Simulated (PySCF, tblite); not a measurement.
**C₅H₃ClN radical: geometry, infrared bands and EPR parameters**

Wanted: the infrared bands and EPR parameters of C₅H₃ClN radical (`[H]/[C]=C(C#N)/C=C/Cl`), by calculation.

The runs use tblite 0.8.0 and PySCF 2.14.0, with density-fitted response routines of our own; the level of theory stands in each step. All values are computed, except where a source is named. Atoms are numbered from 0 throughout.

### Step 1. Starting geometry

10 atoms, charge 0, multiplicity 2; geometry from: force field or distance geometry start.

Bonds of the start (Å): C0–C1 1.34, C1–C2 1.41, C2–N3 1.19, C1–C4 1.46, C4–C5 1.31, C5–Cl6 1.76, C0–H7 1.10, C4–H8 1.08, C5–H9 1.06.

### Step 2. Relaxing the molecule with GFN2-xTB

What the job is given:

```
{"job": {"kind": "relax", "xc": "GFN2-xTB", "basis": "xTB"}, "charge": 0, "multiplicity": 2}
C     -1.490400    -0.880000     1.123000
C     -0.708400    -0.216400     0.255400
C     -1.347200     0.510600    -0.770700
N     -1.904200     1.117200    -1.623800
C      0.742800    -0.277700     0.420300
C      1.595900     0.324200    -0.369600
Cl     3.306500     0.135900    -0.022500
H     -2.563900    -0.750700     0.908100
H      1.132200    -0.865900     1.236600
H      1.245500     0.907400    -1.179200
```

On the command line:

```sh
$ OMP_NUM_THREADS=1 python probes_run.py task.json out
```

This one command runs all jobs of the session in turn.

**Question.** This job is followed by: GFN2-xTB harmonic vibrations, gas phase; UKS B3LYP, pcH-1 on C Cl H N, non-relativistic, mean-field spin-orbit, GIAO. Predict these results of the whole session: strongest single infrared mode (GFN2-xTB); zero-point energy (GFN2-xTB); g(iso) (B3LYP); ⟨S²⟩; largest a(iso); potential on the surface of density 0.002 e/bohr³, 1st and 99th percentile.

As calculated:

```
                                                                  quantity                  value
                                 strongest single infrared mode (GFN2-xTB)  2360 cm⁻¹, 179 km/mol
                                              zero-point energy (GFN2-xTB)          37.2 kcal/mol
                                                            g(iso) (B3LYP)                2.00203
                                                                      ⟨S²⟩     0.767 (exact 0.75)
                                                            largest a(iso)   13C on C0, 324.3 MHz
potential on the surface of density 0.002 e/bohr³, 1st and 99th percentile     -1.51 V and 1.70 V
```

In words: Over 42 steps the energy fell by 0.505 eV; of the close pairs, C5–Cl6 changed most, 1.756 to 1.710 Å. All 24 modes are real, so the xTB geometry is a minimum. The strongest single mode, at 2360 cm⁻¹, moves mainly C2 and N3. Unscaled tight-binding wavenumbers are off by several per cent, some by more. Its intensities can rank the bands wrongly. Most of the unpaired spin sits on C0 (1.10 e). The isotropic g lies 0.3 ppt below the free-electron value. These values are for one conformer; the search (at its own cheap level) found 1 more, at 0.89 kcal/mol, and measured spectra average over such forms.
